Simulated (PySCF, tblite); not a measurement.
# C5H8B2Cl2: geometry, infrared bands and NMR shifts

Aim: predict the infrared bands and NMR shifts of C5H8B2Cl2 (`C=CB[C@@H]1C[C@H]1B(Cl)Cl`).

Computed with tblite 0.8.0 and PySCF 2.14.0, with density-fitted response routines of our own, on a single molecule in the gas phase. Atoms count from 0, in the outputs and in this text.

## Step 1: The molecule as given

17 atoms, charge 0, multiplicity 1; geometry from: force field or distance geometry start.

Bonds of the start (Å): C0–C1 1.35, C1–B2 1.57, B2–C3 1.60, C3–C4 1.53, C4–C5 1.53, C5–B6 1.59, B6–Cl7 1.84, B6–Cl8 1.84, C5–C3 1.53, C0–H9 1.08, C0–H10 1.08, C1–H11 1.07, B2–H12 1.18, C3–H13 1.11, C4–H14 1.10, C4–H15 1.12, C5–H16 1.11.

## Step 2: Relaxing the molecule with GFN2-xTB

What the job is given:

```
{"job": {"kind": "relax", "xc": "GFN2-xTB", "basis": "xTB"}, "charge": 0, "multiplicity": 1}
C      3.108200    -0.319100    -1.314500
C      1.910700     0.171000    -0.942000
B      1.144900    -0.448300     0.286000
C     -0.246800     0.210200     0.738400
C     -1.327600    -0.790600     1.160600
C     -1.419800    -0.078800    -0.195100
B     -2.525500     1.067700    -0.265400
Cl    -2.052500     2.769300    -0.797300
Cl    -4.303700     0.614800    -0.112600
H      3.560800    -1.150700    -0.790100
H      3.613600     0.124100    -2.160800
H      1.473000     0.996200    -1.471200
H      1.610100    -1.315800     0.930500
H     -0.259600     1.173800     1.283700
H     -1.055900    -1.855500     1.083100
H     -1.999600    -0.412200     1.969100
H     -1.237400    -0.744200    -1.059300
```

On the command line:

```
$ OMP_NUM_THREADS=1 python probes_run.py task.json out
```

One launch serves the whole session: the jobs run in the order shown.

**Question.** This job is followed by: GFN2-xTB harmonic vibrations, gas phase; GIAO PBE0/pcSseg-1 NMR shielding, non-relativistic, gas phase. Predict these results of the whole session: strongest single infrared mode (GFN2-xTB); zero-point energy (GFN2-xTB); 13C shifts against TMS (PBE0/pcSseg-1); 1H shifts against TMS (PBE0/pcSseg-1); 11B shifts against BF3·OEt2 (PBE0/pcSseg-1); 35Cl shifts against HCl (PBE0/pcSseg-1, means over atoms taken as alike).

As calculated:

```
                                                                quantity                                               value
                               strongest single infrared mode (GFN2-xTB)                               1134 cm⁻¹, 263 km/mol
                                            zero-point energy (GFN2-xTB)                                       75.7 kcal/mol
                                  13C shifts against TMS (PBE0/pcSseg-1)                  158.3, 152.1, 32.1, 25.2, 23.6 ppm
                                   1H shifts against TMS (PBE0/pcSseg-1)  7.35, 7.00, 6.69, 6.06, 1.65, 1.51, 1.47, 1.36 ppm
                             11B shifts against BF3·OEt2 (PBE0/pcSseg-1)                                      71.2, 60.8 ppm
35Cl shifts against HCl (PBE0/pcSseg-1, means over atoms taken as alike)                                             241 ppm
```

What this shows: Relaxing lowered the energy by 0.914 eV in 144 steps; the close pair that moved most is B6–Cl7, from 1.844 to 1.725 Å. No mode is imaginary among the 45: a minimum at this level. The strongest single mode, at 1134 cm⁻¹, is spread over many atoms; the largest shares are those of B2, H13. GFN2-xTB is a fitted tight-binding method: band positions and strengths are rough. Its intensities can rank the bands wrongly. C0 (terminal =CH2 carbon) lies farthest downfield among carbon, at 158.3 ppm; an sp2 carbon of a C=C bond. H11 (hydrogen on an alkene CH) lies farthest downfield among hydrogen, at 7.35 ppm; attached to an sp2 carbon and in the plane of the double bond. At PBE0/pcSseg-1: Shielding is most anisotropic at Cl7, Cl8 (span 503 ppm, paramagnetic term -438 ppm).
